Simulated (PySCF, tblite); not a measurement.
**C₃H₈F₂OSi₃: geometry, infrared bands and NMR shifts**

Wanted: the infrared bands and NMR shifts of C₃H₈F₂OSi₃ (`CC(=O)[C@]1(F)[SiH2][Si@@H](F)[SiH2]1`), by calculation.

Programs: tblite 0.8.0 and PySCF 2.14.0, with density-fitted response routines of our own. Each step states its level of theory. These are calculated values for one molecule in the gas phase, unless marked as measured. Atoms count from 0, in the outputs and in this text.

## (1) Starting geometry

17 atoms, charge 0, multiplicity 1; geometry from: force field or distance geometry start.

Bonds of the start (Å): C0–C1 1.50, C1–O2 1.23, C1–C3 1.56, C3–F4 1.37, C3–Si5 1.91, Si5–Si6 2.27, Si6–F7 1.61, Si6–Si8 2.28, Si8–C3 1.93, C0–H9 1.10, C0–H10 1.09, C0–H11 1.10, Si5–H12 1.48, Si5–H13 1.49, Si6–H14 1.48, Si8–H15 1.48, Si8–H16 1.49.

## (2) Geometry optimisation with GFN2-xTB

The job: settings as JSON, then the geometry in Å.

```
{"job": {"kind": "relax", "xc": "GFN2-xTB", "basis": "xTB"}, "charge": 0, "multiplicity": 1}
C     -2.657500    -0.400000    -0.214000
C     -1.186500    -0.278000    -0.480900
O     -0.743800    -0.489800    -1.611300
C     -0.288400     0.097300     0.733800
F     -1.040100     0.248200     1.865300
Si     0.862900     1.578200     0.396800
Si     2.449400     0.157800    -0.398200
F      3.929300     0.450700     0.154300
Si     1.184800    -1.118600     0.997400
H     -3.053700     0.560900     0.147400
H     -2.851000    -1.180400     0.526900
H     -3.187800    -0.665400    -1.137400
H      0.305800     2.558700    -0.566100
H      1.285900     2.271200     1.650200
H      2.414600    -0.162000    -1.845000
H      0.894400    -2.505800     0.557900
H      1.674800    -1.110900     2.406200
```

Started as:

```
OMP_NUM_THREADS=1 python probes_run.py task.json out
```

One launch serves the whole session: the jobs run in the order shown.

**Question.** This job is followed by: GFN2-xTB harmonic vibrations, gas phase; GIAO PBE0/pcSseg-1 NMR shielding, non-relativistic, gas phase. Predict these results of the whole session: strongest single infrared mode (GFN2-xTB); zero-point energy (GFN2-xTB); ¹³C shifts against TMS (PBE0/pcSseg-1); ¹H shifts against TMS (PBE0/pcSseg-1, means over atoms taken as alike); ¹⁷O shifts against H2O (PBE0/pcSseg-1); ¹⁹F shifts against CFCl3 (PBE0/pcSseg-1); ²⁹Si shifts against TMS (PBE0/pcSseg-1, means over atoms taken as alike).

**Answer**, as computed:

| quantity | value |
| --- | --- |
| strongest single infrared mode (GFN2-xTB) | 2214 cm⁻¹, 681 km/mol |
| zero-point energy (GFN2-xTB) | 61.3 kcal/mol |
| ¹³C shifts against TMS (PBE0/pcSseg-1) | 230.9, 105.6, 26.8 ppm |
| ¹H shifts against TMS (PBE0/pcSseg-1, means over atoms taken as alike) | 5.78, 5.09, 4.43, 2.47 ppm |
| ¹⁷O shifts against H2O (PBE0/pcSseg-1) | 522.1 ppm |
| ¹⁹F shifts against CFCl3 (PBE0/pcSseg-1) | -168.3, -219.1 ppm |
| ²⁹Si shifts against TMS (PBE0/pcSseg-1, means over atoms taken as alike) | -20.8, -27.3 ppm |

What this shows: Relaxing lowered the energy by 0.826 eV in 77 steps; the close pair that moved most is C1–C3, from 1.557 to 1.448 Å. No mode is imaginary among the 45: a minimum at this level. The strongest single mode, at 2214 cm⁻¹, is carried by H16, H13, H15, H12. GFN2-xTB is a fitted tight-binding method: band positions and strengths are rough. Its intensities can rank the bands wrongly. The most deshielded carbon is C1 (ketone carbonyl carbon), at 230.9 ppm: the double bond to the heteroatom, with no lone-pair donor beside it, deshields it most. At PBE0/pcSseg-1: Shielding is most anisotropic at O2 (span 917 ppm, paramagnetic term -591 ppm).
